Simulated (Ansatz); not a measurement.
**CH6OSi2: a ladder of functionals and wavefunction methods**

An exercise on one series of results from a longer session: the logs are not shown, and one member is left open.

Computed with Ansatz 0.2.0, Gaussian basis. Level: functionals in def2-TZVPP, the program's frozen cores in correlated methods.

Plan: LDA (SPW92), PBE-D4, revPBE-D4, BLYP-D4, r2SCAN-D4, B97M-V, PBE0-D4, B3LYP-D4, r2SCANh-D4, r2SCAN0-D4, HSE06-D4, BHLYP-D4, CAM-B3LYP-D4, LC-ωPBE, ωB97X-V, ωB97M-V, B2PLYP, PBE-QIDH; CCSD(T)/def2-SVP; CCSD(T)/def2-TZVPP; MP2/def2-QZVPP; extrapolation to the limit; RPA on PBE.

## The relaxed structure

An earlier PBE0-D4 in a triple-zeta def2 set relaxation fixed the geometry.

SMILES `O=C([SiH3])[SiH3]`, 10 atoms, charge 0, spin multiplicity 1.

Atoms are counted from 1 here; the program's logs count them from 0.

Bond lengths: O1–C2 1.212 Å, C2–Si3 1.942 Å, C2–Si4 1.942 Å, Si3–H5 1.488 Å, Si3–H6 1.488 Å, Si3–H7 1.482 Å, Si4–H8 1.482 Å, Si4–H9 1.488 Å, Si4–H10 1.488 Å. Angles: O1–C2–Si3 119.9°, O1–C2–Si4 119.9°, Si3–C2–Si4 120.3°, C2–Si3–H5 108.3°, C2–Si3–H6 108.3°, C2–Si3–H7 109.7°, H5–Si3–H6 108.2°, H5–Si3–H7 111.1°, H6–Si3–H7 111.1°, C2–Si4–H8 109.7°, C2–Si4–H9 108.3°, C2–Si4–H10 108.3°, H8–Si4–H9 111.1°, H8–Si4–H10 111.1°, H9–Si4–H10 108.2°.

Set-up of the first run:

in.yaml reads:

```yaml
crystal:
  periodic: [false, false, false]
  atoms:
    - {symbol: O, position_ang: [1.571284, -0.710476, -1.068959]}
    - {symbol: C, position_ang: [0.633605, -0.287530, -0.427836]}
    - {symbol: Si, position_ang: [-0.073302, 1.482795, -0.801127]}
    - {symbol: Si, position_ang: [-0.155312, -1.382578, 0.969163]}
    - {symbol: H, position_ang: [-1.508167, 1.344434, -1.168578]}
    - {symbol: H, position_ang: [0.012334, 2.292012, 0.444233]}
    - {symbol: H, position_ang: [0.700817, 2.109093, -1.899002]}
    - {symbol: H, position_ang: [0.551497, -2.683210, 1.044099]}
    - {symbol: H, position_ang: [-0.052696, -0.642376, 2.255477]}
    - {symbol: H, position_ang: [-1.596961, -1.573362, 0.655629]}
basis:
  gaussian: {orbitals: def2-TZVPP}
hamiltonian: {xc: lda}
output: {orbitals: {seedname: orbitals}}
```

Started as:

```console
$ ansatz run in.yaml --threads 2 --pin off --events-out ev --progress --plain --max-ram 4352MiB
```

Steps of the session up to this table: LDA; PBE-D4 (GGA); revPBE-D4 (GGA); BLYP-D4 (GGA); r2SCAN-D4 (meta-GGA); B97M-V (meta-GGA); PBE0-D4 (hybrid); B3LYP-D4 (hybrid); r2SCANh-D4 (hybrid); r2SCAN0-D4 (hybrid); HSE06-D4 (hybrid); BHLYP-D4 (hybrid); CAM-B3LYP-D4 (range-separated); LC-ωPBE (range-separated); ωB97X-V (range-separated); ωB97M-V (range-separated); B2PLYP (double hybrid); PBE-QIDH (double hybrid).

One table of the session follows, with a row left open; its other results are not shown here.

It belongs to the step «Orbital energies across the functionals». 

| functional | HOMO (eV) | LUMO (eV) | gap (eV) |
| --- | --- | --- | --- |
| LDA (SPW92) | -5.39 | -3.30 | 2.09 |
| PBE-D4 | -5.25 | -3.08 | 2.17 |
| revPBE-D4 | -5.19 | -3.00 | 2.19 |
| BLYP-D4 | -5.14 | -2.91 | 2.22 |
| r2SCAN-D4 | -5.45 | -2.92 | 2.53 |
| B97M-V | -5.68 | -2.95 | 2.73 |
| PBE0-D4 | -6.56 | -1.96 | 4.60 |
| B3LYP-D4 | -6.35 | -2.18 | 4.18 |
| r2SCANh-D4 | -5.95 | -2.50 | 3.45 |
| r2SCAN0-D4 | -6.71 | -1.88 | 4.84 |
| HSE06-D4 | -6.16 | -2.35 | 3.82 |
| BHLYP-D4 | -7.82 | -0.68 | 7.14 |
| CAM-B3LYP-D4 | -7.89 | -0.68 | 7.21 |
| LC-ωPBE | -9.13 | 0.52 | 9.65 |
| ωB97X-V | -8.83 | 0.44 | 9.27 |
| ωB97M-V | ? | ? | ? |

Estimate the missing values for ωB97M-V.

**Answer.** HOMO (eV): -8.75; LUMO (eV): 0.33; gap (eV): 9.08. In the column «HOMO (eV)» it lies between ωB97X-V (-8.83) and CAM-B3LYP-D4 (-7.89).
